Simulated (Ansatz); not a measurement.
# AlGa2H: the cost of one run

Method: the settings change from run to run; program: Ansatz 0.2.0, Gaussian basis.

30 further runs of the same task are left out: 15 that didn't finish, 15 set aside as unsound or not needed. Runs told in other sessions of the task aren't counted.

## 1. The system

The geometry is a PBE0/def2-TZVP stationary point (not a proven minimum) with its atoms shifted at random (size 0.040 Å). No spin-orbit coupling is included. The filled d shell of Ga may be among the frozen orbitals whatever the setting's name suggests.

4 atoms, charge 0, spin multiplicity 1.

Atoms are counted from 1 here; the program's logs count them from 0.

Bond lengths: Al1–Ga2 2.659 Å, Al1–H4 1.941 Å, Ga2–H4 1.817 Å. Angles: Ga2–Al1–H4 43.1°, Al1–Ga2–H4 46.9°, Al1–H4–Ga2 90.0°.

## 2. CCSD(T)/def2-SVP

Input file in.yaml:

```yaml
crystal:
  periodic: [false, false, false]
  atoms:
    - {symbol: Al, position_ang: [-0.018944, 0.589373, 3.160688]}
    - {symbol: Ga, position_ang: [-0.019777, -0.521667, 0.745219]}
    - {symbol: Ga, position_ang: [0.028187, 0.276223, -1.987428]}
    - {symbol: H, position_ang: [-0.074590, 1.201357, 1.319858]}
basis:
  gaussian: {orbitals: def2-SVP}
magnetization: {spin_polarized: false}
hamiltonian: {xc: {name: r2SCAN}}
correlation: {method: ccsd_t, electrons: outside_noble_gas}
accuracy: high
```

Launch:

```bash
$ ansatz run in.yaml --threads 1 --pin off --events-out ev --progress --plain --max-ram 2393MiB
```

**Question.** How long does this run take on 1 thread of Arm Neoverse V1, shared host, and how much memory does it need?

About 37 s, with a peak of 0.46 GiB.
